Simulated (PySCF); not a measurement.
# [NdSF]−: other functionals and bases at one geometry

An exercise on one series of results from a longer session: the logs are not shown, and one member is left open.

Computed with PySCF 2.14.0. Level: several levels, as the steps say, no spin–orbit coupling.

1 further run of the same task is left out (for a known fault of the program).

## The starting structure

3 atoms, charge -1, spin multiplicity 1.

Bond lengths: Nd1–S2 2.623 Å, Nd1–F3 2.223 Å. Angles: S2–Nd1–F3 126.3°.

Geometry (Å):

```csv
atom,x (Å),y (Å),z (Å)
Nd1,-0.2283,0.0000,-0.3332
S2,2.1274,0.0000,0.8204
F3,-2.1976,0.0000,0.6972
```

Formal oxidation states: Nd +2. Each metal's 4 4f electrons lie in its core potential, so multiplicities, spins and levels count the valence alone. An earlier session relaxed this geometry at PBE0, Nd lcecp-0-SVP with ECP50, S def2-SVP, F def2-SVP (singlet, point group Cs).

At PBE0 on the finer grid: E = -525.498651 Eh, frontier levels not given, since the 4f levels lie in the core, Mulliken charge on Nd1 +0.21 e, largest force component 0.005 eV/Å. The highest filled level lies above zero; it isn't the detachment energy.

Levels to run: B3LYP; M06-L; PBE0, TZVP. Hardware: 2 threads of Arm Neoverse V2, shared host.

The first run:

run.py (the lines that set the calculation)

```python
mol = gto.M(atom='''
Nd    -0.22826     0.00000    -0.33324
S      2.12744     0.00000     0.82035
F     -2.19760     0.00000     0.69720''',
    basis={'Nd': 'lcecp-0-SVP', 'S': 'def2-SVP', 'F': 'def2-SVP'},
    ecp={'Nd': 'lcecp-0-SVP'},
    charge=-1, spin=0)
mf = dft.RKS(mol, xc='B3LYP')
mf.grids.atom_grid = (75, 302)  # f atoms: unpruned, at least (60, 302)
mf = mf.density_fit()  # fitting sets: Nd AutoAux, S def2-universal-JKFIT, F def2-universal-JKFIT
mf.conv_tol = 1e-08; mf.max_cycle = 55
mf.kernel(dm0)  # dm0: the density of the relaxed state
```

The run is started by

```
> OMP_NUM_THREADS=2 python run.py
```

Among the steps run: B3LYP; M06-L; PBE0, TZVP.

One table of the session follows, with a row left open; its other results are not shown here.

```
              level  charge on Nd1 (e)  dipole (D)  largest force component (eV/Å)
PBE0 (relaxed here)               0.21        9.50                            0.00
              B3LYP                  ?           ?                               ?
              M06-L               0.28        9.62                            0.30
         PBE0, TZVP               0.66       10.36                            0.31
```

Estimate the missing values for B3LYP.

**Answer.** charge on Nd1 (e): 0.13; dipole (D): 8.94; largest force component (eV/Å): 0.23. In the column «charge on Nd1 (e)» it is the lowest.

The dipole of a charged species depends on the origin, so these sizes hold for this origin alone.

The largest leftover force, 0.31 eV/Å with PBE0, TZVP, stands at a geometry relaxed at another level. With 4f in the core, its levels are missing from HOMO and gap, and its count is fixed, so no charge can pass from the ligands into it. Total energies of different levels can't be compared.
